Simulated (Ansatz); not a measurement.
# Si2GeH8: a ladder of functionals and wavefunction methods

The task here is to estimate one member of a computed series from the others.

Method: functionals in def2-TZVPP, the program's frozen cores in correlated methods; program: Ansatz 0.2.0, Gaussian basis.

The runs, in order: LDA (SPW92), PBE-D4, revPBE-D4, BLYP-D4, r2SCAN-D4, B97M-V, PBE0-D4, B3LYP-D4, r2SCANh-D4, r2SCAN0-D4, HSE06-D4, BHLYP-D4, CAM-B3LYP-D4, LC-ωPBE, ωB97X-V, ωB97M-V, B2PLYP, PBE-QIDH; CCSD(T)/def2-SVP; CCSD(T)/def2-TZVPP; MP2/def2-QZVPP; extrapolation to the limit; RPA on PBE.

### Structure used throughout

The geometry comes from an earlier relaxation with PBE0-D4 in a triple-zeta def2 set; it is a stationary point, not always the lowest conformer.

SMILES `[SiH3][SiH2][GeH3]`, 11 atoms, charge 0, spin multiplicity 1.

Atoms are counted from 1 here; the program's logs count them from 0.

Bond lengths: Si1–Si2 2.337 Å, Si1–H4 1.488 Å, Si1–H5 1.488 Å, Si1–H6 1.488 Å, Si2–Ge3 2.380 Å, Si2–H7 1.490 Å, Si2–H8 1.490 Å, Ge3–H9 1.538 Å, Ge3–H10 1.538 Å, Ge3–H11 1.538 Å. Angles: Si2–Si1–H4 111.3°, Si2–Si1–H5 109.7°, Si2–Si1–H6 109.7°, H4–Si1–H5 108.8°, H4–Si1–H6 108.8°, H5–Si1–H6 108.6°, Si1–Si2–Ge3 110.4°, Si1–Si2–H7 109.9°, Si1–Si2–H8 109.9°, Ge3–Si2–H7 109.3°, Ge3–Si2–H8 109.3°, H7–Si2–H8 108.2°, Si2–Ge3–H9 110.2°, Si2–Ge3–H10 110.2°, Si2–Ge3–H11 111.3°, H9–Ge3–H10 108.2°, H9–Ge3–H11 108.5°, H10–Ge3–H11 108.5°.

Coordinates:

```mol
GeH8Si2
  3D, bonds by distance, orders not assigned

 11 10  0  0  0  0  0  0  0  0999 V2000
   -1.3023    1.3350   -0.6330 Si  0  0
   -0.4337   -0.8162   -0.3523 Si  0  0
    1.6008   -0.7337    0.8799 Ge  0  0
   -2.5760    1.3084   -1.4010 H   0  0
   -0.3205    2.1807   -1.3640 H   0  0
   -1.5587    1.9496    0.6974 H   0  0
   -0.1783   -1.4364   -1.6823 H   0  0
   -1.4155   -1.6673    0.3760 H   0  0
    1.3576   -0.1080    2.2637 H   0  0
    2.6360    0.1279    0.1372 H   0  0
    2.1906   -2.1402    1.0784 H   0  0
  1  2  8  0
  2  3  8  0
  1  4  8  0
  1  5  8  0
  1  6  8  0
  2  7  8  0
  2  8  8  0
  3  9  8  0
  3 10  8  0
  3 11  8  0
M  END
```

Set-up of the first run:

Contents of in.yaml:

```yaml
crystal:
  periodic: [false, false, false]
  atoms:
    - {symbol: Si, position_ang: [-1.302271, 1.335033, -0.632979]}
    - {symbol: Si, position_ang: [-0.433702, -0.816236, -0.352328]}
    - {symbol: Ge, position_ang: [1.600812, -0.733706, 0.879886]}
    - {symbol: H, position_ang: [-2.576046, 1.308381, -1.401049]}
    - {symbol: H, position_ang: [-0.320517, 2.180705, -1.363978]}
    - {symbol: H, position_ang: [-1.558674, 1.949622, 0.697398]}
    - {symbol: H, position_ang: [-0.178325, -1.436387, -1.682299]}
    - {symbol: H, position_ang: [-1.415521, -1.667256, 0.375977]}
    - {symbol: H, position_ang: [1.357609, -0.107951, 2.263745]}
    - {symbol: H, position_ang: [2.636037, 0.127945, 0.137159]}
    - {symbol: H, position_ang: [2.190618, -2.140171, 1.078448]}
basis:
  gaussian: {orbitals: def2-TZVPP}
hamiltonian: {xc: lda}
output: {orbitals: {seedname: orbitals}}
```

Launch:

```console
$ ansatz run in.yaml --threads 4 --pin off --events-out ev --progress --plain --max-ram 10444MiB
```

Steps of the session up to this table: LDA; PBE-D4 (GGA); revPBE-D4 (GGA); BLYP-D4 (GGA); r2SCAN-D4 (meta-GGA); B97M-V (meta-GGA); PBE0-D4 (hybrid); B3LYP-D4 (hybrid); r2SCANh-D4 (hybrid); r2SCAN0-D4 (hybrid); HSE06-D4 (hybrid); BHLYP-D4 (hybrid); CAM-B3LYP-D4 (range-separated); LC-ωPBE (range-separated); ωB97X-V (range-separated); ωB97M-V (range-separated); B2PLYP (double hybrid); PBE-QIDH (double hybrid).

One of the session's tables, all rows but one given; the rest of the session is left out.

It belongs to the step «Orbital energies across the functionals». 

```
  functional  HOMO (eV)  gap (eV)
 LDA (SPW92)      -7.02      5.84
      PBE-D4      -6.93      5.92
   revPBE-D4      -6.89      5.96
     BLYP-D4      -6.78      5.91
   r2SCAN-D4      -7.19      6.42
      B97M-V          ?         ?
     PBE0-D4      -7.98      7.78
    B3LYP-D4      -7.78      7.40
  r2SCANh-D4      -7.57      7.08
  r2SCAN0-D4      -8.14      8.08
    HSE06-D4      -7.59      7.03
    BHLYP-D4      -8.91      9.62
CAM-B3LYP-D4      -9.20     10.04
     LC-ωPBE     -10.49     12.39
     ωB97X-V     -10.18     11.97
     ωB97M-V      -9.95     11.46
```

**Question.** Estimate the row for B97M-V.

**Answer.** HOMO (eV): -7.32; gap (eV): 6.34. In the column «HOMO (eV)» it lies between r2SCANh-D4 (-7.57) and r2SCAN-D4 (-7.19).
